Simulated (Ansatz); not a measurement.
**C₂H₇NSi: a ladder of functionals and wavefunction methods**

Aim: compute C₂H₇NSi with functionals from several rungs and with coupled cluster, and see how far each lands from CCSD(T) at the basis-set limit for the atomisation energy.

Computed with Ansatz 0.2.0, Gaussian basis. Level: functionals in def2-TZVPP, the program's frozen cores in correlated methods.

Plan: LDA (SPW92), PBE-D4, revPBE-D4, BLYP-D4, r2SCAN-D4, B97M-V, PBE0-D4, B3LYP-D4, r2SCANh-D4, r2SCAN0-D4, HSE06-D4, BHLYP-D4, CAM-B3LYP-D4, LC-ωPBE, ωB97X-V, ωB97M-V, B2PLYP, PBE-QIDH; CCSD(T)/def2-SVP; CCSD(T)/def2-TZVPP; MP2/def2-QZVPP; extrapolation to the limit; RPA on PBE.

### 1 Structure used throughout

All runs share one geometry, relaxed beforehand with PBE0-D4 in a triple-zeta def2 set.

11 atoms, charge 0, spin multiplicity 1.

Atoms are counted from 1 here; the program's logs count them from 0.

Bond lengths: C1–N2 1.257 Å, C1–H5 1.097 Å, C1–H6 1.103 Å, N2–Si3 1.747 Å, Si3–C4 1.862 Å, Si3–H7 1.497 Å, Si3–H8 1.486 Å, C4–H9 1.092 Å, C4–H10 1.093 Å, C4–H11 1.092 Å. Angles: N2–C1–H5 120.4°, N2–C1–H6 124.2°, H5–C1–H6 115.4°, C1–N2–Si3 124.0°, N2–Si3–C4 108.8°, N2–Si3–H7 110.9°, N2–Si3–H8 106.9°, C4–Si3–H7 110.6°, C4–Si3–H8 110.8°, H7–Si3–H8 108.7°, Si3–C4–H9 110.4°, Si3–C4–H10 110.6°, Si3–C4–H11 110.8°, H9–C4–H10 108.4°, H9–C4–H11 108.3°, H10–C4–H11 108.2°.

### 2 LDA

This LDA is Slater exchange with PW92 correlation.

Contents of in.yaml:

```yaml
crystal:
  periodic: [false, false, false]
  atoms:
    - {symbol: C, position_ang: [-0.763161, 2.027245, 0.389895]}
    - {symbol: N, position_ang: [-0.749472, 1.001588, -0.336406]}
    - {symbol: Si, position_ang: [-0.379178, -0.602766, 0.247446]}
    - {symbol: C, position_ang: [1.068583, -1.270958, -0.713192]}
    - {symbol: H, position_ang: [-0.997716, 3.008969, -0.039452]}
    - {symbol: H, position_ang: [-0.550307, 2.023579, 1.471858]}
    - {symbol: H, position_ang: [-0.075141, -0.581643, 1.713351]}
    - {symbol: H, position_ang: [-1.590417, -1.434694, 0.023447]}
    - {symbol: H, position_ang: [0.849512, -1.270178, -1.782993]}
    - {symbol: H, position_ang: [1.292805, -2.295964, -0.407947]}
    - {symbol: H, position_ang: [1.959893, -0.662178, -0.545507]}
basis:
  gaussian: {orbitals: def2-TZVPP}
hamiltonian: {xc: lda}
output: {orbitals: {seedname: orbitals}}
```

The runs that follow: PBE-D4 (GGA); revPBE-D4 (GGA); BLYP-D4 (GGA); r2SCAN-D4 (meta-GGA); B97M-V (meta-GGA); PBE0-D4 (hybrid); B3LYP-D4 (hybrid); r2SCANh-D4 (hybrid); r2SCAN0-D4 (hybrid); HSE06-D4 (hybrid); BHLYP-D4 (hybrid); CAM-B3LYP-D4 (range-separated); LC-ωPBE (range-separated); ωB97X-V (range-separated); ωB97M-V (range-separated); B2PLYP (double hybrid); PBE-QIDH (double hybrid); CCSD(T) in def2-SVP; CCSD(T) in def2-TZVPP; MP2 in def2-QZVPP; RPA on PBE orbitals.

Before running them: what should the planned runs give, taken together? Wanted: atomisation energy, CCSD(T)/CBS; farthest beyond LDA; mean size of error, GGA; mean size of error, meta-GGA; mean size of error, hybrid; mean size of error, range-separated; mean size of error, double hybrid; gap, smallest and largest; T1 diagnostic.

The runs gave:

| quantity | value |
| --- | --- |
| atomisation energy, CCSD(T)/CBS | 4028.7 kJ/mol |
| functionals within 20.1 kJ/mol (0.5 %) | BLYP-D4, r2SCAN-D4, B97M-V, PBE0-D4, B3LYP-D4, HSE06-D4, ωB97X-V, ωB97M-V |
| farthest beyond LDA | BHLYP-D4 (-84.3 kJ/mol) |
| mean size of error, GGA | 30.6 kJ/mol |
| mean size of error, meta-GGA | 8.3 kJ/mol |
| mean size of error, hybrid | 31.1 kJ/mol |
| mean size of error, range-separated | 21.5 kJ/mol |
| mean size of error, double hybrid | 34.0 kJ/mol |
| gap, smallest and largest | 3.55 eV (LDA (SPW92)), 11.42 eV (LC-ωPBE) |
| T1 diagnostic | 0.0118 |
| triples share of the correlation energy | 4.0 % |

**Reading.** The LDA atomisation energy is off by 516.8 kJ/mol (13 %): it overbinds. PBE-D4 is off by +60.1 kJ/mol. Double hybrids carry the basis error of their MP2 part in triple zeta, and no dispersion term here, so their miss is partly the set-up's. By mean error the best rung here is meta-GGA (8.3 kJ/mol) and the worst beyond LDA is double hybrid (34.0 kJ/mol). Misses under about 20.1 kJ/mol are within the doubt on the reference itself, which lacks core-valence correlation, relativity and higher excitations. Hartree-Fock recovers 73 % of the binding; the rest is correlation. CCSD(T) in def2-SVP is off by -229.5 kJ/mol, which most functionals beat. The gap grows from 3.6 to 11.4 eV across the functionals, mostly with the share of exact exchange.
